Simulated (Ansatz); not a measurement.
# BH8NO2Si2: the cost of one run

The runs use Ansatz 0.2.0, Gaussian basis; the settings change from run to run.

## (1) The molecule

The geometry comes from an earlier relaxation with PBE0-D4 in a triple-zeta def2 set; it is a stationary point, not always the lowest conformer.

SMILES `NB(O[SiH3])O[SiH3]`, 14 atoms, charge 0, spin multiplicity 1.

Atoms are counted from 1 here; the program's logs count them from 0.

Bond lengths: N1–B2 1.405 Å, N1–H7 1.003 Å, N1–H8 1.003 Å, B2–O3 1.378 Å, B2–O5 1.371 Å, O3–Si4 1.637 Å, Si4–H9 1.490 Å, Si4–H10 1.483 Å, Si4–H11 1.483 Å, O5–Si6 1.647 Å, Si6–H12 1.486 Å, Si6–H13 1.483 Å, Si6–H14 1.486 Å. Angles: B2–N1–H7 123.8°, B2–N1–H8 121.3°, H7–N1–H8 114.8°, N1–B2–O3 122.6°, N1–B2–O5 119.3°, O3–B2–O5 118.1°, B2–O3–Si4 137.5°, O3–Si4–H9 110.8°, O3–Si4–H10 109.2°, O3–Si4–H11 109.1°, H9–Si4–H10 109.0°, H9–Si4–H11 109.0°, H10–Si4–H11 109.7°, B2–O5–Si6 128.6°, O5–Si6–H12 111.1°, O5–Si6–H13 106.6°, O5–Si6–H14 111.1°, H12–Si6–H13 109.4° and more.

## (2) HSE06/pcseg-2

This run has coordinates scaled by 1.05, a grid of angular degree 11, finite nuclei, a point charge of 1.00 e beside it, D3(BJ) with three-body dispersion, the search for lower states set to full.

File in.yaml:

```yaml
crystal:
  periodic: [false, false, false]
  atoms:
    - {symbol: N, position_ang: [-1.159873, 1.812237, 0.104272]}
    - {symbol: B, position_ang: [-0.204038, 0.703177, 0.286112]}
    - {symbol: O, position_ang: [-0.225296, -0.486900, -0.536133]}
    - {symbol: Si, position_ang: [-1.139630, -1.099636, -1.855834]}
    - {symbol: O, position_ang: [0.793679, 0.796840, 1.319034]}
    - {symbol: Si, position_ang: [2.021381, -0.346332, 1.740432]}
    - {symbol: H, position_ang: [-1.920010, 1.817747, -0.624621]}
    - {symbol: H, position_ang: [-1.127126, 2.669286, 0.716230]}
    - {symbol: H, position_ang: [-2.290016, -0.110727, -2.240475]}
    - {symbol: H, position_ang: [-0.202572, -1.289462, -3.085164]}
    - {symbol: H, position_ang: [-1.761211, -2.469008, -1.452045]}
    - {symbol: H, position_ang: [2.993192, -0.592688, 0.545274]}
    - {symbol: H, position_ang: [2.811672, 0.270484, 2.931673]}
    - {symbol: H, position_ang: [1.395882, -1.705572, 2.181589]}
basis:
  gaussian: {orbitals: pcseg-2, final_grid: {core_spheres: 5, valence_spheres: 4, degree: 11}, nuclear_model: gaussian, point_charges: [{charge: 1.00, position_ang: [6.995, 0.105, 0.336]}]}
hamiltonian: {xc: {name: HSE06}, dispersion: d3bjatm}
scf: {lower_state_search: full}
output: {forces: true}
```

On the command line:

```console
ansatz run in.yaml --threads 4 --pin off --events-out ev --progress --plain --max-ram 11315MiB
```

Q: Estimate wall time and peak memory on 4 threads of Arm Neoverse V2, shared host.

About 6.5 s, with a peak of 1 GiB.
